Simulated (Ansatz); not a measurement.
# VClO: the cost of one run

Computed with Ansatz 0.2.0 (DFT r²SCAN+U (U = 2 eV, J = 0.9 eV on V d), plane waves, PAW, unless a step's input says otherwise).

### 1 The structure to begin with

It takes space group Pmmn (No. 59, orthorhombic). Conventional cell: a = 3.300 Å, b = 3.780 Å, c = 7.910 Å, α = 90.00°, β = 90.00°, γ = 90.00°. Around V (site symmetry mm2) lie 4 O at 1.97 to 2.08 Å and 2 Cl at 2.36 Å. Cl (site symmetry mm2) has 2 V at 2.36 Å in its first shell of neighbours. Around O (site symmetry mm2) lie 4 V at 1.97 to 2.08 Å.

As a file:

```cif
data_structure
_symmetry_space_group_name_H-M 'Pmmn:1'
_symmetry_Int_Tables_number 59
_cell_length_a 3.3000
_cell_length_b 3.7800
_cell_length_c 7.9100
_cell_angle_alpha 90.000
_cell_angle_beta 90.000
_cell_angle_gamma 90.000
_cell_volume 98.67
loop_
_atom_site_label
_atom_site_type_symbol
_atom_site_symmetry_multiplicity
_atom_site_Wyckoff_symbol
_atom_site_fract_x
_atom_site_fract_y
_atom_site_fract_z
_atom_site_occupancy
V1 V 2 b 0.00000 0.50000 0.11480 1
Cl1 Cl 2 a 0.50000 0.50000 0.32790 1
O1 O 2 a 0.50000 0.50000 0.95420 1
```

Magnetic order typed: opposed in the cell.

### 2 From atoms, symmetry kept, no search

File input.yaml:

```yaml
crystal:
  lattice:
    - [3.29999955, 0.0, 0.0]
    - [0.0, 3.77999949, 0.0]
    - [0.0, 0.0, 7.90999893]
  atoms:
    - { symbol: V, position: [0.0, 0.5, 0.1148], spin: 2.0 }
    - { symbol: V, position: [0.5, 0.0, 0.8852], spin: -2.0 }
    - { symbol: Cl, position: [0.5, 0.5, 0.3279] }
    - { symbol: Cl, position: [0.0, 0.0, 0.6721] }
    - { symbol: O, position: [0.5, 0.5, 0.9542] }
    - { symbol: O, position: [0.0, 0.0, 0.0458] }
basis:
  ecutwfc: 500
  ecutrho_ratio: 4
kpoints:
  mp_grid: { grid: [6, 5, 3] }
hamiltonian:
  xc: r2scan
  hubbard:
    sites:
      - { site: 0, l: d, u: 2.0, j: 0.9 }
      - { site: 1, l: d, u: 2.0, j: 0.9 }
scf:
  occupations: { method: gaussian, width: 0.05 }
  lower_state_search: "off"
  max_iter: 150
output:
  forces: true
  stress: true
  eigenvalues: true
  populations: true
  hubbard: { sites: [{ site: 0, l: d }, { site: 1, l: d }] }
magnetization:
  spin_polarized: true
```

Started as:

```console
$ ansatz run input.yaml --threads 8 --pin off --max-ram 12288MiB --backend cpu --events-out ev --progress --plain --runs-dir out
```

Q: Estimate wall time and peak memory on 8 threads of Arm Neoverse V2, shared host.

About 13 s, with a peak of 0.79 GiB.
